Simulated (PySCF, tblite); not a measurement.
# C5H13BSi2: geometry, infrared bands and NMR shifts

Wanted: the infrared bands and NMR shifts of C5H13BSi2 (`C=C1CCBC[Si@@H]1[SiH3]`), by calculation.

Programs: tblite 0.8.0 and PySCF 2.14.0, with density-fitted response routines of our own. Each step states its level of theory. These are calculated values for one molecule in the gas phase, unless marked as measured. Atoms count from 0, in the outputs and in this text.

### 1 The starting structure

21 atoms, charge 0, multiplicity 1; geometry from: force field or distance geometry start.

Bonds of the start (Å): C0–C1 1.34, C1–C2 1.47, C2–C3 1.54, C3–B4 1.57, B4–C5 1.58, C5–Si6 1.85, Si6–Si7 2.23, Si6–C1 1.84, C0–H8 1.09, C0–H9 1.09, C2–H10 1.10, C2–H11 1.12, C3–H12 1.10, C3–H13 1.11, B4–H14 1.19, C5–H15 1.10, C5–H16 1.11, Si6–H17 1.49, Si7–H18 1.46, Si7–H19 1.47, Si7–H20 1.47.

### 2 Geometry optimisation with GFN2-xTB

Job settings and geometry (Å):

```
{"job": {"kind": "relax", "xc": "GFN2-xTB", "basis": "xTB"}, "charge": 0, "multiplicity": 1}
C     -0.272600    -2.015400     1.368300
C     -0.441900    -0.963500     0.550600
C     -1.575000    -0.828100    -0.375700
C     -2.129500     0.605200    -0.299300
B     -1.104700     1.471600    -1.118500
C      0.256000     1.844500    -0.412800
Si     0.814100     0.387500     0.577800
Si     2.830300    -0.284700    -0.102900
H      0.603100    -2.005100     2.010100
H     -0.983100    -2.846500     1.413700
H     -2.350500    -1.601700    -0.297500
H     -1.127300    -0.900300    -1.404400
H     -3.123500     0.571100    -0.774000
H     -2.180000     0.924000     0.766200
H     -1.080000     1.255600    -2.284200
H      0.965700     2.129800    -1.202800
H      0.064300     2.666500     0.305200
H      0.946900     0.761900     2.011600
H      2.823400    -1.656400    -0.608600
H      3.294700     0.637100    -1.145300
H      3.760700    -0.136200     1.022000
```

Run with:

```
OMP_NUM_THREADS=1 python probes_run.py task.json out
```

One launch serves the whole session: the jobs run in the order shown.

**Question.** This job is followed by: GFN2-xTB harmonic vibrations, gas phase; GIAO PBE0/pcSseg-1 NMR shielding, non-relativistic, gas phase. Predict these results of the whole session: strongest single infrared mode (GFN2-xTB); zero-point energy (GFN2-xTB); 13C shifts against TMS (PBE0/pcSseg-1); 1H shifts against TMS (PBE0/pcSseg-1, means over atoms taken as alike); 11B shifts against BF3·OEt2 (PBE0/pcSseg-1); 29Si shifts against TMS (PBE0/pcSseg-1).

As calculated:

```
                                                              quantity                                                                 value
                             strongest single infrared mode (GFN2-xTB)                                                  768 cm⁻¹, 362 km/mol
                                          zero-point energy (GFN2-xTB)                                                         99.6 kcal/mol
                                13C shifts against TMS (PBE0/pcSseg-1)                                    157.6, 133.1, 40.0, 31.3, 29.6 ppm
1H shifts against TMS (PBE0/pcSseg-1, means over atoms taken as alike)  8.03, 5.99, 5.64, 5.05, 3.46, 2.65, 2.50, 1.95, 1.89, 1.83, 1.35 ppm
                           11B shifts against BF3·OEt2 (PBE0/pcSseg-1)                                                              83.4 ppm
                               29Si shifts against TMS (PBE0/pcSseg-1)                                                     -37.3, -114.5 ppm
```

**Reading.** Relaxing lowered the energy by 0.644 eV in 134 steps; the close pair that moved most is Si6–Si7, from 2.232 to 2.318 Å. No mode is imaginary among the 57: a minimum at this level. The strongest single mode, at 768 cm⁻¹, has its largest shares on H14, H16, B4 and C5 (the list is cut at 4 atoms). GFN2-xTB is a fitted tight-binding method: band positions and strengths are rough. Its intensities can rank the bands wrongly. C1 (fully substituted alkene carbon) lies farthest downfield among carbon, at 157.6 ppm; as expected for a trigonal carbon in a double bond. At PBE0/pcSseg-1: The widest tensor belongs to C1: span 257 ppm, with a paramagnetic part of -236 ppm.
